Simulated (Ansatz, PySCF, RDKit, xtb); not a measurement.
# Solving C2H3Ga, step by step

Given the formula C2H3Ga and nothing else, which arrangement of the atoms is the most stable in the gas at 600 K, and what are its properties?

The funnel: GFN2-xTB relaxations, single points with a density functional, relaxations at PBE-D3(BJ)/def2-SVP, harmonic vibrations, and a last energy at a higher level. All values are calculated.

4 further runs of the same task are left out: 4 set aside as unsound or not needed.

## Step 1: Drawing up candidates

A program enumerates the bonding patterns with one Lewis structure each (two rings at most, one unusual centre or charged pair), with their diastereomers. O–O, O–halogen and N–halogen bonds and N–N–N chains are not drawn. That gives 10 candidates.

```tsv
label	SMILES	spin
c032	C=[CH][Ga]	triplet
c035	[C]=[CH][GaH2]	singlet
c060	C=[C-][GaH+]	singlet
c280	[C]1[CH2][GaH]1	singlet
c347	[CH]1=[CH][GaH]1	singlet
c597	C#[C][GaH2]	singlet
c645	[CH-]1[CH2][Ga+]1	singlet
c651	[C]=[CH][GaH2]	triplet
c726	[C]1[CH2][GaH]1	triplet
c974	C=[CH][Ga]	singlet
```

Candidates are built by distance geometry, with a force field where one applies, in up to four conformers (letters a to d). 6 starts with atoms placed at random are added, to find patterns that the rules miss.

Q: Predict the outcome of this search (final energies at CCSD(T)/def2-TZVPP).

| quantity | value |
| --- | --- |
| lowest structure found | C=[CH][Ga], singlet, Cs |
| next finalist | C#[C][GaH2], singlet, 13.4 kcal/mol higher in G |
| share at equilibrium, among the finalists | 100.0 % |
| harmonic wavenumbers, lowest and highest (PBE-D3(BJ)/def2-SVP) | 105 and 3067 cm⁻¹ |
| rotational constants, same geometry | 1.407, 0.1391, 0.1266 cm⁻¹ |
| dipole moment (PBE0/def2-TZVPD) | 0.49 D |
| HOMO energy (PBE0/def2-TZVPD) | -5.92 eV |
| LUMO energy (PBE0/def2-TZVPD) | -1.55 eV |
| HOMO–LUMO gap (PBE0/def2-TZVPD) | 4.37 eV |
| lowest excitation (TD-B3LYP/def2-SVPD) | 3.08 eV (f = 0.030) |
| strongest of the states computed, same level | 6.13 eV (f = 0.419) |
| lowest triplet excitation, same level, Tamm-Dancoff | 2.35 eV |
| vertical ionisation energy | 7.96 eV |
| vertical electron affinity | -0.08 eV (unbound: the value depends on the basis) |
| vertical triplet less singlet | +2.28 eV |

The search ends on `C=[CH][Ga]`. The margin of 13.4 kcal/mol over the next finalist is beyond the usual error of the last level; it says nothing of structures that weren't ranked. r2SCAN-D4/def2-SVP, PBE-D3(BJ)/def2-SVP, HF/def2-TZVPP and MP2/def2-TZVPP already put its bonding pattern lowest among the structures in one piece; HF/STO-3G favours the triplet C=[CH][Ga]. Lowest found is not proven lowest: the search is finite, and each finalist counts with one conformer. Patterns outside the rules of the enumeration were met only by chance. The lowest isomer need not be the one that is made and kept in a bottle, which depends on barriers.
